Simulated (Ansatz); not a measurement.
# GaH5SSi: basis-set convergence

The task here is to estimate one member of a computed series from the others.

The runs use Ansatz 0.2.0, Gaussian basis; one geometry, several basis sets.

Levels to be run: PBE0-D4/def2-SVP; ωB97M-V/def2-SVP; PBE0-D4/def2-QZVPP; ωB97M-V/def2-QZVPP; the functionals' def2-TZVPP values are taken from earlier runs.

## The relaxed structure

All runs share one geometry, relaxed beforehand with PBE0-D4 in a triple-zeta def2 set.

SMILES `[SiH3][GaH][SH]`, 8 atoms, charge 0, spin multiplicity 1.

Atoms are counted from 1 here; the program's logs count them from 0.

Bond lengths: Si1–Ga2 2.404 Å, Si1–H4 1.488 Å, Si1–H5 1.489 Å, Si1–H6 1.489 Å, Ga2–S3 2.205 Å, Ga2–H7 1.565 Å, S3–H8 1.343 Å. Angles: Ga2–Si1–H4 110.9°, Ga2–Si1–H5 110.5°, Ga2–Si1–H6 110.6°, H4–Si1–H5 108.4°, H4–Si1–H6 108.4°, H5–Si1–H6 108.0°, Si1–Ga2–S3 118.6°, Si1–Ga2–H7 128.2°, S3–Ga2–H7 113.2°, Ga2–S3–H8 95.4°.

The first run:

in.yaml reads:

```yaml
crystal:
  periodic: [false, false, false]
  atoms:
    - {symbol: Si, position_ang: [-0.753366, 0.837058, -0.688603]}
    - {symbol: Ga, position_ang: [0.980391, -0.020084, 0.739087]}
    - {symbol: S, position_ang: [1.059208, -2.190425, 1.118035]}
    - {symbol: H, position_ang: [-1.633924, -0.261100, -1.172062]}
    - {symbol: H, position_ang: [-0.163258, 1.522249, -1.871683]}
    - {symbol: H, position_ang: [-1.592483, 1.825690, 0.043366]}
    - {symbol: H, position_ang: [2.112474, 0.775584, 1.470706]}
    - {symbol: H, position_ang: [-0.009053, -2.488983, 0.361174]}
basis:
  gaussian: {orbitals: def2-SVP}
hamiltonian: {xc: pbe0, dispersion: d4}
output: {orbitals: {seedname: orbitals}}
```

Launch:

```bash
ansatz run in.yaml --threads 2 --pin off --events-out ev --progress --plain --max-ram 4352MiB
```

Among the steps run: PBE0-D4 in def2-SVP; ωB97M-V in def2-SVP; PBE0-D4 in def2-QZVPP; ωB97M-V in def2-QZVPP.

One of the session's tables, all rows but one given; the rest of the session is left out.

It belongs to the step «Functionals by basis». 

| functional | basis | HOMO (eV) | LUMO (eV) |
| --- | --- | --- | --- |
| PBE0-D4 | def2-SVP | -7.65 | -1.76 |
| PBE0-D4 | def2-TZVPP | ? | ? |
| PBE0-D4 | def2-QZVPP | -7.74 | -1.87 |
| ωB97M-V | def2-SVP | -9.72 | 0.02 |
| ωB97M-V | def2-TZVPP | -9.77 | -0.11 |
| ωB97M-V | def2-QZVPP | -9.78 | -0.20 |

Q: Estimate the row for PBE0-D4, def2-TZVPP from the others.

**Answer.** HOMO (eV): -7.73; LUMO (eV): -1.84. In the column «HOMO (eV)» it lies between PBE0-D4, def2-QZVPP (-7.74) and PBE0-D4, def2-SVP (-7.65).
